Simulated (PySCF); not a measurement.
# CrCl2: ligand-field states, part 2 of 2

PySCF 2.14.0. Atoms count from 0. Earlier steps stand in the parts before.

### 5 Ligand-field states: state-averaged CASSCF (bond angle at 150°)

What the job is given:

```
{"job": {"kind": "lf", "basis": {"metal": "x2c-TZVPall", "ligand": "x2c-SVPall"}, "nevpt": true, "reuse": true}, "charge": 0, "metal": "Cr", "open_shell": "d4"}
Cr     0.000000     0.000000     0.000000
Cl     0.587519     0.000000     2.192652
Cl     0.587519     0.000000    -2.192652
```

With the program's defaults for keys left out, this is: state-averaged CASSCF of the metal d shell, SC-NEVPT2 on the averaged canonical orbitals, state-interaction spin-orbit coupling.

Standard output:

```text
basis functions 84, electrons 58, active (4e, 5o)
start from the orbitals of the previous structure
stage 1: DIIS on the effective Fock matrix, level shift 0.30
cycle   1  E = -1970.8975770805  dE = -1.971e+03  max|g| = 8.536e-01
cycle   2  E = -1971.1176743043  dE = -2.201e-01  max|g| = 2.518e-01
cycle   3  E = -1971.1416239292  dE = -2.395e-02  max|g| = 8.695e-02
cycle   4  E = -1971.1423556484  dE = -7.317e-04  max|g| = 6.711e-02
cycle   5  E = -1971.1426692767  dE = -3.136e-04  max|g| = 6.780e-02
cycle   6  E = -1971.1441871616  dE = -1.518e-03  max|g| = 6.469e-02
cycle   7  E = -1971.1455921651  dE = -1.405e-03  max|g| = 5.009e-02
cycle   8  E = -1971.1454551007  dE =  1.371e-04  max|g| = 4.475e-02
cycle   9  E = -1971.1446673468  dE =  7.878e-04  max|g| = 4.886e-02
cycle  10  E = -1971.1433125481  dE =  1.355e-03  max|g| = 5.429e-02
cycle  11  E = -1971.1405543393  dE =  2.758e-03  max|g| = 6.075e-02
cycle  12  E = -1971.1349962393  dE =  5.558e-03  max|g| = 7.796e-02
cycle  13  E = -1971.1223909118  dE =  1.261e-02  max|g| = 1.233e-01
cycle  14  E = -1971.0857225871  dE =  3.667e-02  max|g| = 2.278e-01
cycle  15  E = -1970.9925086918  dE =  9.321e-02  max|g| = 4.156e-01
stage 2: quasi-Newton rotations from the point of smallest gradient
cycle  17  E = -1971.1475449777  dE = -2.090e-03  max|g| = 1.021e-02
cycle  18  E = -1971.1477311967  dE = -1.862e-04  max|g| = 3.642e-03
cycle  19  E = -1971.1477466796  dE = -1.548e-05  max|g| = 3.017e-03
cycle  20  E = -1971.1477516226  dE = -4.943e-06  max|g| = 4.149e-04
cycle  21  E = -1971.1477518632  dE = -2.406e-07  max|g| = 1.115e-04
cycle  22  E = -1971.1477518902  dE = -2.701e-08  max|g| = 1.956e-05
cycle  23  E = -1971.1477518909  dE = -6.660e-10  max|g| = 4.639e-06
converged average energy = -1971.1477518909

 mult deg   label        CASSCF/cm-1   NEVPT2/cm-1
   5   1   5B1                 0.0           0.0
   5   1   5A1             -1026.0         589.6
   5   1   5A2              1157.3        1225.5
   5   1   5B2              4994.1        5790.5
   5   1   5A1              4994.2        5795.8
   3   1   3B1             18644.0       18019.8
   3   1   3A2             18646.8       18024.0
   3   1   3B1             19515.1       18402.2
   3   1   3B2             19309.0       18434.1
   3   1   3B1             19120.8       18545.1
   3   1   3A2             19129.4       18581.4
   3   1   3B2             20203.6       18591.9
   3   1   3A2             20743.7       18616.7
   3   1   3A1             19472.4       18666.9
   3   1   3B1             21068.2       18945.8
   3   1   3B2             18802.0       18974.1
   3   1   3A1             18803.0       18979.3
   3   1   3A2             20285.1       19247.8
   3   1   3B2             20926.8       19541.3
   3   1   3B1             22475.0       19973.0
   3   1   3A1             21872.7       19998.4
   3   1   3B2             21907.4       20068.3
   3   1   3A2             23087.3       20678.1
   3   1   3A2             22849.8       20758.7
   3   1   3B1             22904.0       20935.5
   3   1   3B2             24120.1       22261.1
   3   1   3A1             24114.5       22646.3
   3   1   3A1             25337.8       23936.3
   3   1   3B2             25386.2       23991.8
   3   1   3B1             26013.7       24591.0
   3   1   3A2             26020.2       24594.3
   3   1   3A2             25522.3       24671.2
   3   1   3B1             25547.7       24745.9
   3   1   3A1             26503.5       25322.5
   3   1   3B2             26504.5       25323.2
   1   1   1A1             28570.2       25767.3
   1   1   1B1             27305.9       26082.4
   1   1   1A2             27305.9       26082.4
   1   1   1A2             28761.2       26193.6
   1   1   1B1             28783.1       26415.8
   1   1   1A1             28563.3       26437.6
   1   1   1A1             26519.0       26505.5
   1   1   1B2             26519.0       26505.6
   1   1   1B2             28565.2       26539.3
   1   1   1A2             29322.5       27487.7
   1   1   1B1             29324.8       27497.2
   1   1   1A1             29473.8       27546.9
   1   1   1B2             29488.5       27590.1
   3   1   3A2             31531.7       27656.1
   3   1   3B1             31709.5       27899.4
   3   1   3A1             32597.3       29191.7
   1   1   1A1             32122.2       29230.0
   1   1   1B2             32124.2       29237.9
   3   1   3B2             32726.7       29241.9
   1   1   1A1             33872.4       29292.2
   1   1   1A1             30946.9       29368.0
   1   1   1B2             31134.2       29464.0
   1   1   1A2             31546.3       29548.4
   1   1   1B1             31547.4       29595.0
   1   1   1A2             30930.8       29617.7

spin-orbit levels / cm-1
      0.00  x1  5B1 0.91 5A1 0.08
      0.29  x1  5B1 0.91 5A1 0.08
     35.01  x1  5B1 0.96
     46.39  x1  5B1 0.98
     56.31  x1  5B1 0.99
    613.65  x1  5A1 0.93 5A2 0.06
    622.51  x1  5A1 0.90 5A2 0.06 5B1 0.03
    654.22  x1  5A1 0.96
    697.94  x1  5A1 0.90 5B1 0.08
    702.32  x1  5A1 0.92 5B1 0.08
   1297.60  x1  5A2 0.99
   1303.62  x1  5A2 0.97
   1312.50  x1  5A2 0.97
   1335.06  x1  5A2 0.93 5A1 0.07
   1335.68  x1  5A2 0.93 5A1 0.06
   5628.37  x2  5B2 0.51 5A1 0.49
   5746.34  x1  5B2 0.51 5A1 0.49
   5747.34  x1  5B2 0.51 5A1 0.49
   5859.33  x1  5B2 1.00
   5864.66  x1  5A1 1.00
   5974.07  x1  5A1 0.51 5B2 0.49
   5974.13  x1  5A1 0.51 5B2 0.49
   6083.34  x2  5A1 0.51 5B2 0.49
  18019.78  x1  3A2 0.61 3B1 0.33
  18021.18  x1  3B1 0.68 3A2 0.27
  18036.26  x1  3B1 0.93
  18042.54  x1  3A2 0.94
  18078.31  x1  3B1 0.63 3A2 0.32
  18081.51  x1  3A2 0.70 3B1 0.26
  18348.81  x1  3B2 0.50 3A2 0.22 3B1 0.12
```

Run time: 4.3 s. Hardware: 1 thread of Arm Neoverse V1, shared host; peak memory 0.23 GiB.

Key values:

```csv
quantity,value
spin-orbit constant ζ,224 cm⁻¹
```

Powder susceptibility:

```csv
T (K),χT (cm³ K/mol),μ(eff)
2,1.277,3.20
20,1.835,3.83
100,2.416,4.39
300,2.675,4.62
```

### 6 Ligand-field states: state-averaged CASSCF (bond angle at 135°)

What the job is given:

```
{"job": {"kind": "lf", "basis": {"metal": "x2c-TZVPall", "ligand": "x2c-SVPall"}, "nevpt": true, "reuse": true}, "charge": 0, "metal": "Cr", "open_shell": "d4"}
Cr     0.000000     0.000000     0.000000
Cl     0.868691     0.000000     2.097207
Cl     0.868691     0.000000    -2.097207
```

Method: state-averaged CASSCF of the metal d shell, SC-NEVPT2 on the averaged canonical orbitals, state-interaction spin-orbit coupling.

Standard output:

```text
basis functions 84, electrons 58, active (4e, 5o)
start from the orbitals of the previous structure
stage 1: DIIS on the effective Fock matrix, level shift 0.30
cycle   1  E = -1970.6641810912  dE = -1.971e+03  max|g| = 9.934e-01
cycle   2  E = -1971.0808356540  dE = -4.167e-01  max|g| = 3.279e-01
cycle   3  E = -1971.1282770268  dE = -4.744e-02  max|g| = 1.189e-01
cycle   4  E = -1971.1282669431  dE =  1.008e-05  max|g| = 1.247e-01
cycle   5  E = -1971.1291097991  dE = -8.429e-04  max|g| = 1.262e-01
cycle   6  E = -1971.1327566838  dE = -3.647e-03  max|g| = 1.099e-01
cycle   7  E = -1971.1362798914  dE = -3.523e-03  max|g| = 8.783e-02
cycle   8  E = -1971.1351905265  dE =  1.089e-03  max|g| = 9.123e-02
cycle   9  E = -1971.1320727914  dE =  3.118e-03  max|g| = 1.083e-01
cycle  10  E = -1971.1264775937  dE =  5.595e-03  max|g| = 1.312e-01
cycle  11  E = -1971.1161848471  dE =  1.029e-02  max|g| = 1.653e-01
cycle  12  E = -1971.0966131691  dE =  1.957e-02  max|g| = 2.126e-01
cycle  13  E = -1971.0502198141  dE =  4.639e-02  max|g| = 2.917e-01
cycle  14  E = -1970.8973529041  dE =  1.529e-01  max|g| = 4.961e-01
cycle  15  E = -1970.5912220016  dE =  3.061e-01  max|g| = 8.449e-01
stage 2: quasi-Newton rotations from the point of smallest gradient
cycle  17  E = -1971.1411524353  dE = -4.873e-03  max|g| = 2.142e-02
cycle  18  E = -1971.1415914183  dE = -4.390e-04  max|g| = 1.073e-02
cycle  19  E = -1971.1416528936  dE = -6.148e-05  max|g| = 3.245e-03
cycle  20  E = -1971.1416616849  dE = -8.791e-06  max|g| = 6.466e-04
cycle  21  E = -1971.1416623236  dE = -6.387e-07  max|g| = 2.109e-04
cycle  22  E = -1971.1416623783  dE = -5.472e-08  max|g| = 5.101e-05
cycle  23  E = -1971.1416623809  dE = -2.606e-09  max|g| = 1.048e-05
cycle  24  E = -1971.1416623811  dE = -1.801e-10  max|g| = 2.173e-06
converged average energy = -1971.1416623811

 mult deg   label        CASSCF/cm-1   NEVPT2/cm-1
   5   1   5B1                 0.0           0.0
   5   1   5A1               280.7        1730.1
   5   1   5A2              2360.0        2512.2
   5   1   5B2              5715.7        6510.0
   5   1   5A1              5714.4        6535.5
   3   1   3B1             19033.5       18179.0
   3   1   3A2             19044.7       18198.9
   3   1   3B1             19597.4       18495.3
   3   1   3B2             19531.4       18503.3
   3   1   3B2             20810.1       19235.3
   3   1   3A2             21298.4       19405.1
   3   1   3A1             20195.1       19464.1
   3   1   3A2             20136.0       19583.7
   3   1   3B1             20233.3       19684.3
   3   1   3A1             19855.0       19695.0
   3   1   3B1             21901.1       19764.6
   3   1   3B2             19952.5       19935.3
   3   1   3A2             21171.5       20023.9
   3   1   3B2             21736.8       20078.2
   3   1   3B1             22852.7       20363.1
   3   1   3A1             22714.6       20925.4
   3   1   3B2             22859.7       21223.3
   3   1   3A2             23515.0       21480.1
   3   1   3B1             23623.1       21720.5
   3   1   3A2             24123.4       21723.0
   3   1   3B2             24737.4       23223.0
   3   1   3A1             25153.3       23631.4
   3   1   3A1             25996.7       24617.8
   3   1   3B2             26185.8       24844.3
   3   1   3A2             26164.0       24877.0
   3   1   3B1             26234.6       24974.6
   1   1   1A1             29248.5       25954.1
   3   1   3A1             27240.4       25972.5
   3   1   3B2             27261.8       25992.2
   3   1   3A2             27007.1       26054.0
   3   1   3B1             26979.2       26099.0
   1   1   1A2             27687.7       26337.2
   1   1   1B1             27687.6       26337.4
   1   1   1A2             29412.1       26731.4
   1   1   1A1             27400.1       26986.8
   1   1   1B2             27400.2       26987.8
   1   1   1A1             28876.9       27109.3
   1   1   1B2             28880.8       27113.9
   1   1   1B1             29476.9       27176.0
   1   1   1A1             30158.1       27945.0
   1   1   1B2             30210.4       28092.3
   3   1   3A2             32166.7       28300.1
   1   1   1A2             30138.8       28333.1
   1   1   1B1             30165.3       28375.0
   3   1   3B1             32525.8       28802.3
   3   1   3A1             33180.6       29797.0
   1   1   1A1             31382.0       29931.6
   3   1   3B2             33473.0       29988.3
   1   1   1A2             31418.9       30183.8
   1   1   1B2             31868.4       30192.5
   1   1   1A1             32896.8       30199.8
   1   1   1B2             32948.8       30373.9
   1   1   1B1             31951.2       30464.5
   1   1   1B1             32570.9       30582.4
   1   1   1A2             32611.0       30627.6

spin-orbit levels / cm-1
      0.00  x1  5B1 0.99
      0.07  x1  5B1 0.99
     15.62  x1  5B1 0.99
     18.50  x1  5B1 1.00
     22.91  x1  5B1 1.00
   1718.82  x1  5A1 0.95 5A2 0.05
   1720.08  x1  5A1 0.95 5A2 0.05
   1751.81  x1  5A1 0.98
   1766.08  x1  5A1 0.97
   1773.57  x1  5A1 0.99
   2541.20  x1  5A2 1.00
   2546.79  x1  5A2 0.98
   2553.41  x1  5A2 0.98
   2574.07  x1  5A2 0.95 5A1 0.05
   2574.50  x1  5A2 0.95 5A1 0.05
   6319.38  x2  5B2 0.53 5A1 0.47
   6436.69  x1  5B2 0.55 5A1 0.44
   6438.74  x1  5B2 0.56 5A1 0.44
   6540.88  x1  5B2 1.00
   6566.47  x1  5A1 1.00
   6666.43  x1  5A1 0.55 5B2 0.44
   6666.50  x1  5A1 0.56 5B2 0.44
   6775.28  x2  5A1 0.53 5B2 0.47
  18133.70  x1  3A2 0.49 3B1 0.46 3B2 0.03
  18140.11  x1  3B1 0.65 3A2 0.33
  18180.90  x1  3B1 0.97
  18195.04  x1  3A2 0.94 3B2 0.04
  18247.99  x1  3B1 0.53 3A2 0.46
  18251.23  x1  3A2 0.65 3B1 0.33
  18457.62  x1  3B2 0.50 3B1 0.48
```

It took 4.4 s on 1 thread of Arm Neoverse V1, shared host; peak memory 0.23 GiB.

Key values:

```csv
quantity,value
spin-orbit constant ζ,224 cm⁻¹
```

Powder susceptibility:

```csv
T (K),χT (cm³ K/mol),μ(eff)
2,1.807,3.80
20,2.587,4.55
100,2.776,4.71
300,2.861,4.78
```

### 7 Ligand-field states: state-averaged CASSCF (bond angle at 120°)

What the job is given:

```
{"job": {"kind": "lf", "basis": {"metal": "x2c-TZVPall", "ligand": "x2c-SVPall"}, "nevpt": true, "reuse": true}, "charge": 0, "metal": "Cr", "open_shell": "d4"}
Cr     0.000000     0.000000     0.000000
Cl     1.135000     0.000000     1.965878
Cl     1.135000     0.000000    -1.965878
```

Level: state-averaged CASSCF of the metal d shell, SC-NEVPT2 on the averaged canonical orbitals, state-interaction spin-orbit coupling.

Standard output:

```text
basis functions 84, electrons 58, active (4e, 5o)
start from the orbitals of the previous structure
stage 1: DIIS on the effective Fock matrix, level shift 0.30
cycle   1  E = -1970.6774342741  dE = -1.971e+03  max|g| = 1.027e+00
cycle   2  E = -1971.0719839279  dE = -3.945e-01  max|g| = 3.279e-01
cycle   3  E = -1971.1187887089  dE = -4.680e-02  max|g| = 1.239e-01
cycle   4  E = -1971.1179158161  dE =  8.729e-04  max|g| = 1.317e-01
cycle   5  E = -1971.1176763462  dE =  2.395e-04  max|g| = 1.430e-01
cycle   6  E = -1971.1207775477  dE = -3.101e-03  max|g| = 1.271e-01
cycle   7  E = -1971.1245584832  dE = -3.781e-03  max|g| = 1.088e-01
cycle   8  E = -1971.1218502519  dE =  2.708e-03  max|g| = 1.210e-01
cycle   9  E = -1971.1161975324  dE =  5.653e-03  max|g| = 1.485e-01
cycle  10  E = -1971.1051072516  dE =  1.109e-02  max|g| = 1.909e-01
cycle  11  E = -1971.0825095507  dE =  2.260e-02  max|g| = 2.639e-01
cycle  12  E = -1971.0302460166  dE =  5.226e-02  max|g| = 3.833e-01
cycle  13  E = -1970.8885287502  dE =  1.417e-01  max|g| = 5.849e-01
cycle  14  E = -1970.6032983947  dE =  2.852e-01  max|g| = 8.149e-01
cycle  15  E = -1970.2921113585  dE =  3.112e-01  max|g| = 9.460e-01
stage 2: quasi-Newton rotations from the point of smallest gradient
cycle  17  E = -1971.1320212218  dE = -7.463e-03  max|g| = 2.660e-02
cycle  18  E = -1971.1326549591  dE = -6.337e-04  max|g| = 8.369e-03
cycle  19  E = -1971.1327079200  dE = -5.296e-05  max|g| = 4.916e-03
cycle  20  E = -1971.1327228275  dE = -1.491e-05  max|g| = 1.089e-03
cycle  21  E = -1971.1327235280  dE = -7.005e-07  max|g| = 2.489e-04
cycle  22  E = -1971.1327236113  dE = -8.328e-08  max|g| = 6.181e-05
cycle  23  E = -1971.1327236144  dE = -3.042e-09  max|g| = 1.604e-05
cycle  24  E = -1971.1327236147  dE = -3.060e-10  max|g| = 2.536e-06
converged average energy = -1971.1327236147

 mult deg   label        CASSCF/cm-1   NEVPT2/cm-1
   5   1   5B1                 0.0           0.0
   5   1   5A1              1794.3        3026.2
   5   1   5A2              3703.6        3968.0
   5   1   5B2              6444.1        7243.7
   5   1   5A1              6441.0        7320.1
   3   1   3B1             19334.4       18328.4
   3   1   3A2             19361.5       18379.9
   3   1   3B2             19696.0       18484.7
   3   1   3B1             19752.8       18630.0
   3   1   3A1             20647.7       19682.2
   3   1   3A2             21795.0       20109.2
   3   1   3A2             21164.7       20276.4
   3   1   3B2             21553.1       20407.1
   3   1   3B2             22443.0       20416.2
   3   1   3B1             22726.3       20632.1
   3   1   3B2             21107.5       20659.6
   3   1   3B1             21412.4       20764.7
   3   1   3B1             23259.4       20789.6
   3   1   3A1             21319.7       21130.0
   3   1   3A2             22245.0       21189.8
   3   1   3A1             23673.6       21926.9
   3   1   3A2             24271.0       22301.6
   3   1   3B2             23973.6       22482.5
   3   1   3B1             24472.3       22633.9
   3   1   3A2             25281.7       22960.8
   3   1   3B2             25545.2       24316.2
   3   1   3A1             26325.9       24771.2
   3   1   3A1             26596.0       25195.3
   3   1   3A2             26739.3       25357.6
   3   1   3B1             26875.2       25531.6
   3   1   3B2             27008.5       25699.9
   1   1   1A1             29873.1       26265.6
   1   1   1B1             27972.9       26498.8
   1   1   1A2             27973.9       26499.0
   3   1   3A1             28032.3       26662.6
   1   1   1A1             27976.8       26792.5
   1   1   1B2             27978.7       26799.1
   3   1   3B2             28168.9       26826.6
   1   1   1A2             30051.6       27243.5
   3   1   3A2             28244.0       27369.3
   3   1   3B1             28191.8       27425.6
   1   1   1B1             30181.9       27907.6
   1   1   1A1             30701.3       28202.7
   1   1   1A1             29598.5       28386.2
   1   1   1B2             29603.6       28388.1
   1   1   1B2             30805.9       28486.6
   3   1   3A2             32933.3       29114.2
   1   1   1A2             31080.0       29411.4
   1   1   1B1             31192.9       29469.4
   3   1   3B1             33462.4       29873.4
   1   1   1A1             31828.2       30439.9
   3   1   3A1             33851.9       30488.5
   1   1   1A2             31980.9       30750.5
   3   1   3B2             34237.1       30759.0
   1   1   1A1             33753.6       30941.0
   1   1   1B2             32621.3       31024.7
   1   1   1B1             32700.3       31303.0
   1   1   1B1             33700.1       31545.7
   1   1   1B2             34022.0       31596.9
   3   1   3A1             34937.5       31663.3

spin-orbit levels / cm-1
      0.00  x2  5B1 0.99
     10.83  x1  5B1 1.00
     11.90  x1  5B1 1.00
     15.19  x1  5B1 1.00
   3010.42  x1  5A1 0.97 5A2 0.03
   3010.83  x1  5A1 0.96 5A2 0.03
   3038.41  x1  5A1 0.99
   3045.65  x1  5A1 0.99
   3053.08  x1  5A1 1.00
   3985.03  x1  5A2 1.00
   3989.07  x1  5A2 0.99
   3995.35  x1  5A2 0.99
   4011.50  x1  5A2 0.96 5A1 0.03
   4011.99  x1  5A2 0.96 5A1 0.03
   7066.88  x2  5B2 0.58 5A1 0.42
   7180.65  x1  5B2 0.66 5A1 0.34
   7184.26  x1  5B2 0.66 5A1 0.34
   7265.47  x1  5B2 1.00
   7341.95  x1  5A1 1.00
   7421.49  x1  5A1 0.66 5B2 0.34
   7421.71  x1  5A1 0.66 5B2 0.34
   7527.10  x2  5A1 0.58 5B2 0.42
  18293.82  x1  3B1 0.61 3A2 0.33 3B2 0.06
  18295.74  x1  3B1 0.76 3A2 0.23
  18324.25  x1  3B1 0.95 3B2 0.04
  18374.56  x1  3A2 0.91 3B2 0.08
  18409.33  x1  3A2 0.62 3B1 0.36
  18418.37  x1  3A2 0.75 3B1 0.23
  18473.31  x1  3B2 0.85 3B1 0.09 3B1 0.03
  18490.13  x1  3B2 0.84 3B1 0.11 3B1 0.04
```

It took 4.4 s on 1 thread of Arm Neoverse V1, shared host; peak memory 0.23 GiB.

In short:

```csv
quantity,value
spin-orbit constant ζ,224 cm⁻¹
```

Powder susceptibility:

```csv
T (K),χT (cm³ K/mol),μ(eff)
2,2.021,4.02
20,2.772,4.71
100,2.865,4.79
300,2.916,4.83
```

### 8 Ligand field across the series

From the NEVPT2 states (cm⁻¹; the spread is that of the fitted one-electron ligand-field levels):

```csv
step,setting,ground state,next state,orbital spread,Racah B,ζ,"μ(eff), 300 K"
2,as given,5Sigmag+,5Pig at 481,4882,782,224,4.48
3,bond angle at 170,5A1,5B1 at 355,4850,782,224,4.46
4,bond angle at 160,5B1,5A1 at 13,4758,782,224,4.45
5,bond angle at 150,5B1,5A1 at 590,4981,783,224,4.62
6,bond angle at 135,5B1,5A1 at 1730,5580,784,224,4.78
7,bond angle at 120,5B1,5A1 at 3026,6231,787,224,4.83
```

### 9 Outcome

This closing draws on all 2 parts.

| quantity | value |
| --- | --- |
| spin-orbit constant ζ (step 2, state-averaged CASSCF) | 224 cm⁻¹ |
| ground multiplicity, μ(eff) at 300 K (step 2, 2 donors at 2.27 Å) | 5, 4.48 μB |
| ground multiplicity, μ(eff) at 300 K (step 3, 2 donors at 2.27 Å) | 5, 4.46 μB |
| ground multiplicity, μ(eff) at 300 K (step 4, 2 donors at 2.27 Å) | 5, 4.45 μB |
| ground multiplicity, μ(eff) at 300 K (step 5, 2 donors at 2.27 Å) | 5, 4.62 μB |
| ground multiplicity, μ(eff) at 300 K (step 6, 2 donors at 2.27 Å) | 5, 4.78 μB |
| ground multiplicity, μ(eff) at 300 K (step 7, 2 donors at 2.27 Å) | 5, 4.83 μB |

**Reading.** In step 2, χT goes from 0.30 at 2 K to 2.51 cm³ K/mol at 300 K, as higher levels fill or mix in. The spread of the ligand-field levels runs from 4758 cm⁻¹ (bond angle at 160) to 6231 cm⁻¹ (bond angle at 120); μ(eff) at 300 K: 4.45 to 4.83 μB.
